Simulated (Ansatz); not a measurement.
# Ti2C: the crystal squeezed far

An exercise on one series of results from a longer session: the logs are not shown, and one member is left open.

Computed with Ansatz 0.2.0 (DFT, LDA, all-electron LAPW, scalar-relativistic, unless a step's input says otherwise).

2 further runs of the same task are left out: 1 that didn't finish, 1 set aside as unsound or not needed.

## Starting point

The structure is trigonal, space group R-3m (No. 166). The conventional cell has a = 3.071 Å, b = 3.071 Å, c = 14.543 Å, α = 90.00°, β = 90.00°, γ = 120.00°. Around Ti (site symmetry 3m) lie 3 C at 2.10 Å. Around C (site symmetry -3m) lie 6 Ti at 2.10 Å.

As a file:

```cif
data_structure
_symmetry_space_group_name_H-M 'R-3m:H'
_symmetry_Int_Tables_number 166
_cell_length_a 3.0706
_cell_length_b 3.0706
_cell_length_c 14.5430
_cell_angle_alpha 90.000
_cell_angle_beta 90.000
_cell_angle_gamma 120.000
_cell_volume 118.75
loop_
_atom_site_label
_atom_site_type_symbol
_atom_site_symmetry_multiplicity
_atom_site_Wyckoff_symbol
_atom_site_fract_x
_atom_site_fract_y
_atom_site_fract_z
_atom_site_occupancy
Ti1 Ti 6 c 0.33333 0.66667 0.91062 1
C1 C 3 b 0.66667 0.33333 0.83333 1
```

The file gives the conventional cell by its symmetry; the runs use the cell typed in the input.

Whether this phase is the stable one at these pressures isn't tested.

Atoms are numbered in the order of the input: Ti1, Ti2, C3.

The first run:

Contents of input.yaml:

```yaml
crystal:
  lattice:
    - [1.5353000866, 0.8864059183, 4.8476796605]
    - [-1.5353000866, 0.8864059183, 4.8476796605]
    - [0.0, -1.7728118366, 4.8476796605]
  atoms:
    - { symbol: Ti, position: [0.2439514817, 0.2439514817, 0.2439514817] }
    - { symbol: Ti, position: [0.7560485183, 0.7560485183, 0.7560485183] }
    - { symbol: C, position: [0.5, 0.5, 0.5] }
kpoints:
  mp_grid: { grid: [14, 14, 14] }
  band_path:
    path:
      - [0.0, 0.0, 0.0]
      - [0.5, 0.5, 0.5]
      - [0.8110435315, 0.1889564685, 0.5]
      - [0.5, -0.1889564685, 0.1889564685]
      - [0.5, 0.0, 0.0]
      - [0.0, 0.0, 0.0]
      - [0.3444782343, -0.3444782343, 0.0]
      - [0.6555217657, 0.0, 0.3444782343]
      - [0.5, 0.0, 0.5]
    npoints: 14
scf:
  occupations: { method: fermi_dirac, width: 0.05 }
hamiltonian:
  xc: lda
  pseudopotentials: { kind: all_electron, lapw: { basis_error: 0.001 } }
output:
  forces: true
  stress: true
  eigenvalues: true
  populations: true
```

Started as:

```
> ansatz run input.yaml --threads 1 --pin off --max-ram 3072MiB --backend cpu --events-out ev --progress --plain --runs-dir out
```

Among the steps run: The reference volume, LAPW; Volume scaled by 0.8, LAPW; Volume scaled by 0.65, LAPW; Volume scaled by 0.45, LAPW.

One of the session's tables, all rows but one given; the rest of the session is left out.

| method | volume over the first | volume (Å³/atom) | pressure (GPa) | largest force (eV/Å) |
| --- | --- | --- | --- | --- |
| LAPW | 1 | 13.194 | -7.13 | 0.008 |
| LAPW | 0.8 | 10.556 | 37.02 | 0.018 |
| LAPW | 0.65 | 8.576 | 107.66 | 0.017 |
| LAPW | 0.45 | 5.937 | 449.94 | 0.035 |
| PAW | 1 | 13.194 | -7.20 | 0.000 |
| PAW | 0.8 | ? | ? | ? |
| PAW | 0.65 | 8.576 | 107.33 | 0.002 |
| PAW | 0.45 | 5.937 | 447.23 | 0.001 |

Estimate the missing values for PAW, 0.8.

**Answer.** volume (Å³/atom): 10.556; pressure (GPa): 36.84; largest force (eV/Å): 0.003.

To keep in mind: Rows by PAW come from runs of the same series that aren't printed here.
